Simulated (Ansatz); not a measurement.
**C₃H₈SSi: small, medium and large basis sets**

Aim: see how fast density functionals converge with the basis set for C₃H₈SSi.

Computed with Ansatz 0.2.0, Gaussian basis. Level: one geometry, several basis sets.

Levels to be run: PBE0-D4/def2-SVP; ωB97M-V/def2-SVP; PBE0-D4/def2-QZVPP; ωB97M-V/def2-QZVPP; the functionals' def2-TZVPP values are taken from earlier runs.

## 1. The relaxed structure

All runs share one geometry, relaxed beforehand with PBE0-D4 in a triple-zeta def2 set.

13 atoms, charge 0, spin multiplicity 1.

Atoms are counted from 1 here; the program's logs count them from 0.

Bond lengths: C1–C2 1.331 Å, C1–H6 1.087 Å, C1–H7 1.087 Å, C2–Si3 1.856 Å, C2–H8 1.089 Å, Si3–C4 1.864 Å, Si3–S5 2.147 Å, Si3–H9 1.489 Å, C4–H10 1.092 Å, C4–H11 1.093 Å, C4–H12 1.092 Å, S5–H13 1.343 Å. Angles: C2–C1–H6 122.4°, C2–C1–H7 121.5°, H6–C1–H7 116.1°, C1–C2–Si3 122.4°, C1–C2–H8 118.5°, Si3–C2–H8 119.1°, C2–Si3–C4 112.8°, C2–Si3–S5 110.5°, C2–Si3–H9 106.9°, C4–Si3–S5 105.1°, C4–Si3–H9 111.1°, S5–Si3–H9 110.4°, Si3–C4–H10 110.8°, Si3–C4–H11 110.2°, Si3–C4–H12 110.9°, H10–C4–H11 108.3°, H10–C4–H12 108.2°, H11–C4–H12 108.3° and more.

## 2. PBE0-D4 in def2-SVP

File in.yaml:

```yaml
crystal:
  periodic: [false, false, false]
  atoms:
    - {symbol: C, position_ang: [-1.448510, 1.681903, 0.560019]}
    - {symbol: C, position_ang: [-0.513930, 0.777103, 0.840526]}
    - {symbol: Si, position_ang: [0.391469, -0.160911, -0.480860]}
    - {symbol: C, position_ang: [0.243773, -2.008804, -0.284898]}
    - {symbol: S, position_ang: [2.497776, 0.245365, -0.383976]}
    - {symbol: H, position_ang: [-1.976068, 2.233102, 1.333719]}
    - {symbol: H, position_ang: [-1.728069, 1.911324, -0.464992]}
    - {symbol: H, position_ang: [-0.266381, 0.591804, 1.884948]}
    - {symbol: H, position_ang: [-0.164716, 0.286552, -1.787761]}
    - {symbol: H, position_ang: [0.629275, -2.328450, 0.685990]}
    - {symbol: H, position_ang: [-0.803461, -2.312173, -0.354433]}
    - {symbol: H, position_ang: [0.804815, -2.529605, -1.063979]}
    - {symbol: H, position_ang: [2.354428, 1.578088, -0.469404]}
basis:
  gaussian: {orbitals: def2-SVP}
hamiltonian: {xc: pbe0, dispersion: d4}
output: {orbitals: {seedname: orbitals}}
```

The runs that follow: ωB97M-V in def2-SVP; PBE0-D4 in def2-QZVPP; ωB97M-V in def2-QZVPP.

Q: Predict the results of all the runs planned. Wanted: PBE0-D4: double and triple zeta above quadruple; ωB97M-V: double and triple zeta above quadruple.

**Answer**, as computed:

| quantity | value |
| --- | --- |
| PBE0-D4: double and triple zeta above quadruple | 10.94, 0.78 eV |
| ωB97M-V: double and triple zeta above quadruple | 11.12, 0.74 eV |

For PBE0-D4 the step from double to triple zeta gains 10.16 eV and the next only 0.78 eV. Total energies overstate the basis error of differences, where much of it tends to cancel.
